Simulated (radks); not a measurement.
# Polarisabilities and dispersion coefficients of Ar, K⁺, Ca²⁺ and others

An exercise on one series of results from a longer session: the logs are not shown, and one member is left open.

The numbers are computed with radks (a radial shooting solver on a logarithmic mesh, Libxc functionals) version 1 (scalar-relativistic Kohn-Sham, exchange-only LDA, spin-polarised, spherical densities, finite nucleus), except any that are marked as measured or tabulated.

## What is computed

```
species : Ar ([Ar]), K⁺ ([Ar]), Ca²⁺ ([Ar]), Sc³⁺ ([Ar]), Ti⁴⁺ ([Ar]), V⁵⁺ ([Ar]), Cr⁶⁺ ([Ar]), Mn⁷⁺ ([Ar]), Fe⁸⁺ ([Ar])
```

Set-up of the first run:

The run's settings:

```text
Z 18
configuration [Ar]
relativity scalar-relativistic
functional lda,
spin polarised
nucleus finite rms 3.4274 fm
c 137.035999084
response adiabatic LDA kernel
```

Among the steps run: Ar, [Ar]; K⁺, [Ar]; Ca²⁺, [Ar]; Sc³⁺, [Ar]; Ti⁴⁺, [Ar]; V⁵⁺, [Ar]; Cr⁶⁺, [Ar]; Mn⁷⁺, [Ar]; Fe⁸⁺, [Ar].

One of the session's tables, all rows but one given; the rest of the session is left out.

| species | −ε(HOMO) (eV) | α (bohr³) | α uncoupled (bohr³) | C6 (hartree bohr⁶) | C8 (hartree bohr⁸) |
| --- | --- | --- | --- | --- | --- |
| Ar | 9.068 | 12.79 | 19.20 | 76.26 | 2162 |
| K⁺ | ? | ? | ? | ? | ? |
| Ca²⁺ | 41.481 | 3.406 | 5.365 | 11.38 | 147.9 |
| Sc³⁺ | 62.887 | 2.189 | 3.479 | 5.837 | 58.31 |
| Ti⁴⁺ | 87.576 | 1.508 | 2.409 | 3.291 | 26.26 |
| V⁵⁺ | 115.49 | 1.090 | 1.746 | 1.986 | 12.99 |
| Cr⁶⁺ | 146.58 | 0.8166 | 1.309 | 1.262 | 6.903 |
| Mn⁷⁺ | 180.82 | 0.6290 | 1.009 | 0.8353 | 3.879 |
| Fe⁸⁺ | 218.20 | 0.4956 | 0.7944 | 0.5715 | 2.282 |

Estimate the missing values for K⁺.

As computed: −ε(HOMO) (eV): 23.468; α (bohr³): 5.918; α uncoupled (bohr³): 9.175; C6 (hartree bohr⁶): 25.70; C8 (hartree bohr⁸): 461.9. In the column «−ε(HOMO) (eV)» it lies between Ar (9.068) and Ca²⁺ (41.481).

What this shows: Uncoupled leaves out the potential induced by the response; C8 is given only where no p, d or f shell is open.
